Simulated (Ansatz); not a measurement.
ScNb under changes of volume

One of the cells (20.641 Å³/atom); the others are scaled copies at fixed shape and fractional positions:

```
Nb Sc
1.0
     3.06564    0.00000    0.00000
    -1.53282    2.65493    0.00000
     0.00000    0.00000    5.07219
Nb Sc
1 1
Cartesian
  0.0000 1.7700 2.5361
  0.0000 0.0000 0.0000
```

The cell comes from a database or a generator and needn't be the stable form of this composition.

| Property | Result |
| --- | --- |
| Program | Ansatz 0.2.0 |
| Functional | PBE |
| Potentials or basis | Ansatz PAW |
| Cutoff | 420 eV (not typed: the program's choice for these potentials) |
| k mesh | 10 × 10 × 5 |
| Occupations | fermi-dirac, width 0.05 eV |
| Spin | no spin polarisation |

```tsv
volume (Å³/atom)	energy over the lowest point (meV/atom)	pressure (GPa)
19.403	24.64	6.8
19.816	10.39	4.3
20.229	?	?
20.641	0.00	-0.2
21.054	2.91	-2.1
21.467	10.62	-3.9
21.880	22.71	-5.5
```

Task: What does the run at 20.229 Å³/atom give?

Result: Energy over the lowest point 2.34 meV/atom; pressure 2.0 GPa.

Worked out: A Birch-Murnaghan fit of order 3 (a polynomial in V^(-2/3)) to the other rows has its minimum at 20.61 Å³/atom with B0 = V·E''(V) = 102 GPa and B' = 3.3 at fixed shape and positions, which overstates the stiffness. It gives 2.34 meV/atom at 20.229 Å³/atom, against the run's 2.34, and -dE/dV = 2.0 GPa, against 2.0.

Energies are extrapolated to zero smearing.
